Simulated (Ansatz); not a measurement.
Crystal: Tl3Cu.

```
CELL_PARAMETERS angstrom
4.71700 0.00000 0.00000
0.00000 4.71700 0.00000
0.00000 0.00000 4.71700
ATOMIC_POSITIONS crystal
Tl 0.50000 0.50000 0.00000
Tl 0.50000 0.00000 0.50000
Tl 0.00000 0.50000 0.50000
Cu 0.00000 0.00000 0.00000
```

The cell comes from a database or a generator and needn't be the stable form of this composition.

- Program: Ansatz 0.2.0
- Task: relaxation of cell and atoms
- Functional: PBE
- Dispersion: D3(BJ)-ATM
- Potentials or basis: Ansatz PAW
- Cutoff: 420 eV (not typed: the program's choice for these potentials)
- k mesh: 6 × 6 × 6
- Occupations: fermi-dirac, width 0.05 eV
- Spin: no spin polarisation

At the start: volume 26.24 Å³/atom.

**Question.** How do energy, volume and symmetry change on relaxing?

**Answer.** It ends after 4 steps and the volume is 24.81 Å³/atom (-5.4 %); space group Pm-3m (No. 221, to 0.05 Å).

Step by step:
| step | energy change (eV) | largest force (eV/Å) | volume (Å³) |
| --- | --- | --- | --- |
| 1 | 0.0000 | 0.0000 | 104.95 |
| 2 | -0.0352 | 0.0000 | 100.09 |
| 3 | -0.0362 | 0.0000 | 99.25 |
| 4 | -0.0343 | 0.0000 | 99.25 |

Final structure:
```
CELL_PARAMETERS angstrom
4.62994 0.00000 0.00000
0.00000 4.62994 0.00000
0.00000 0.00000 4.62994
ATOMIC_POSITIONS crystal
Tl 0.50000 0.50000 0.00000
Tl 0.50000 0.00000 0.50000
Tl 0.00000 0.50000 0.50000
Cu 0.00000 0.00000 0.00000
```

Caveat: the plane-wave basis is chosen anew once the cell has moved, so the energies of steps on either side of that aren't comparable; pairwise dispersion overbinds metals, which lowers pressure and volume.
